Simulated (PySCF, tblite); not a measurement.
**C6H9FSi: geometry, infrared bands and NMR shifts**

Wanted: the infrared bands and NMR shifts of C6H9FSi (`CC#C[C@@]1([SiH3])C[C@H]1F`), by calculation.

The runs use tblite 0.8.0 and PySCF 2.14.0, with density-fitted response routines of our own; the level of theory stands in each step. All values are computed, except where a source is named. Atoms count from 0, in the outputs and in this text.

### Step 1. The molecule as given

17 atoms, charge 0, multiplicity 1; geometry from: force field or distance geometry start.

Bonds of the start (Å): C0–C1 1.48, C1–C2 1.18, C2–C3 1.45, C3–Si4 1.88, C3–C5 1.52, C5–C6 1.50, C6–F7 1.39, C6–C3 1.51, C0–H8 1.09, C0–H9 1.09, C0–H10 1.09, Si4–H11 1.49, Si4–H12 1.49, Si4–H13 1.48, C5–H14 1.08, C5–H15 1.07, C6–H16 1.08.

### Step 2. Relaxing the molecule with GFN2-xTB

What the job is given:

```
{"job": {"kind": "relax", "xc": "GFN2-xTB", "basis": "xTB"}, "charge": 0, "multiplicity": 1}
C      3.256300    -0.457900     0.830600
C      1.823800    -0.250500     0.530100
C      0.670200    -0.100500     0.309600
C     -0.736800     0.083800     0.021600
Si    -1.211200     1.801300    -0.563400
C     -1.516300    -1.103300    -0.521400
C     -1.755300    -0.625600     0.876600
F     -1.308800    -1.452400     1.902800
H      3.813100    -0.663700    -0.084300
H      3.673700     0.434200     1.304400
H      3.386700    -1.301100     1.511000
H     -0.538200     2.125300    -1.851900
H     -2.682900     1.863200    -0.793800
H     -0.866700     2.837000     0.437100
H     -1.004500    -2.045000    -0.631000
H     -2.301800    -0.945400    -1.234200
H     -2.708300    -0.187300     1.139500
```

Command:

```sh
$ OMP_NUM_THREADS=1 python probes_run.py task.json out
```

This one command runs all jobs of the session in turn.

**Question.** This job is followed by: GFN2-xTB harmonic vibrations, gas phase; GIAO PBE0/pcSseg-1 NMR shielding, non-relativistic, gas phase. Predict these results of the whole session: strongest single infrared mode (GFN2-xTB); zero-point energy (GFN2-xTB); 13C shifts against TMS (PBE0/pcSseg-1); 1H shifts against TMS (PBE0/pcSseg-1, means over atoms taken as alike); 29Si shifts against TMS (PBE0/pcSseg-1); 19F shifts against CFCl3 (PBE0/pcSseg-1).

As calculated:

| quantity | value |
| --- | --- |
| strongest single infrared mode (GFN2-xTB) | 787 cm⁻¹, 416 km/mol |
| zero-point energy (GFN2-xTB) | 76.8 kcal/mol |
| 13C shifts against TMS (PBE0/pcSseg-1) | 83.9, 80.6, 78.1, 20.9, 4.9, 3.0 ppm |
| 1H shifts against TMS (PBE0/pcSseg-1, means over atoms taken as alike) | 4.37, 3.88, 2.00, 1.15, 0.74 ppm |
| 29Si shifts against TMS (PBE0/pcSseg-1) | -58.5 ppm |
| 19F shifts against CFCl3 (PBE0/pcSseg-1) | -235.0 ppm |

What this shows: Over 28 steps the energy fell by 0.101 eV; of the close pairs, C0–C1 changed most, 1.478 to 1.446 Å. The lowest mode is imaginary (32i cm⁻¹), so the xTB geometry is not a minimum. The strongest single mode, at 787 cm⁻¹, has its largest shares on H12, H11 and H13 (the list is cut at 3 atoms). Unscaled tight-binding wavenumbers are off by several per cent, some by more. Its intensities can rank the bands wrongly. The most deshielded hydrogen is H16 (hydrogen on a three-membered-ring carbon bearing a halogen), at 4.37 ppm: its carbon carries F, an electronegative neighbour.
